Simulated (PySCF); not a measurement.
# CaF₂: structure of the singlet

Where does singlet CaF₂ go from a PBE minimum start, is the end point a minimum, and what are its modes, charges and moments?

Program: PySCF 2.14.0. Level of theory: PBE, basis Ca def2-TZVP, F def2-TZVP, no relativity, density fitting. These are calculated values, not measurements.

## Step 1: Where the work starts

3 atoms, charge 0, spin multiplicity 1.

Bond lengths: Ca1–F2 2.000 Å, Ca1–F3 2.000 Å. Angles: F2–Ca1–F3 139.3°.

Coordinates in bohr (charge 0 multiplicity 1):
```
Ca    0.0042    0.6410    0.0000
F    -0.0044   -0.6744    3.5424
F    -0.0044   -0.6744   -3.5424
```

## Step 2: The SCF at the typed geometry

The steps below are one call of a driver around PySCF. For each, scf.py gives the equivalent set-up of the SCF; relaxations use the driver's own optimiser. After this first run the driver tries any further starts and a stability analysis.

File scf.py:

```python
from pyscf import gto, scf, dft
mol = gto.M(atom='''
Ca     0.002214     0.339228     0.000000
F     -0.002329    -0.356868     1.874554
F     -0.002329    -0.356868    -1.874554''',
    basis={'Ca': 'def2-TZVP', 'F': 'def2-TZVP'},
    charge=0, spin=0)
mf = dft.RKS(mol, xc='PBE')
mf.grids.atom_grid = (50, 194)
aux = {'Ca': 'def2-universal-JKFIT', 'F': 'def2-universal-JKFIT'}
mf = mf.density_fit(auxbasis=aux)
mf.conv_tol = 1e-08
mf.diis_space = 10
mf.max_cycle = 60
mf.init_guess = 'minao'
mf.verbose = 4
mf.kernel()
```

Command:

```console
$ OMP_NUM_THREADS=2 python axn.py task.json out
```

The runs that follow: Relaxing the singlet from the PBE minimum start; Vibrations and properties at this point.

What does the calculation give? Wanted: minimum; geometry; wavenumbers; dipole moment; highest occupied, lowest empty level; polar-tensor charge of Ca1; zero-point energy; atomisation energy.

As calculated:

```
                                 quantity                             value
                                  minimum                      singlet, C2v
                                 geometry  Ca–F 1.999 Å (×2); F–Ca–F 139.3°
                       wavenumbers (cm⁻¹)       88 (a1), 515 (a1), 584 (b2)
                            dipole moment                            4.66 D
     highest occupied, lowest empty level                   -7.01, -2.41 eV
               polar-tensor charge of Ca1                           +1.72 e
                        zero-point energy                        7.1 kJ/mol
                      entropy at 298.15 K                   276.3 J/(mol K)
atomisation energy (no zero-point energy)                       1161 kJ/mol
```

What this shows: The molecule stays C2v, as typed, and the end point is a minimum. The strongest infrared band lies at 584 cm⁻¹ (b2, stretch). Other starts or spin states, not run here, may lie lower.
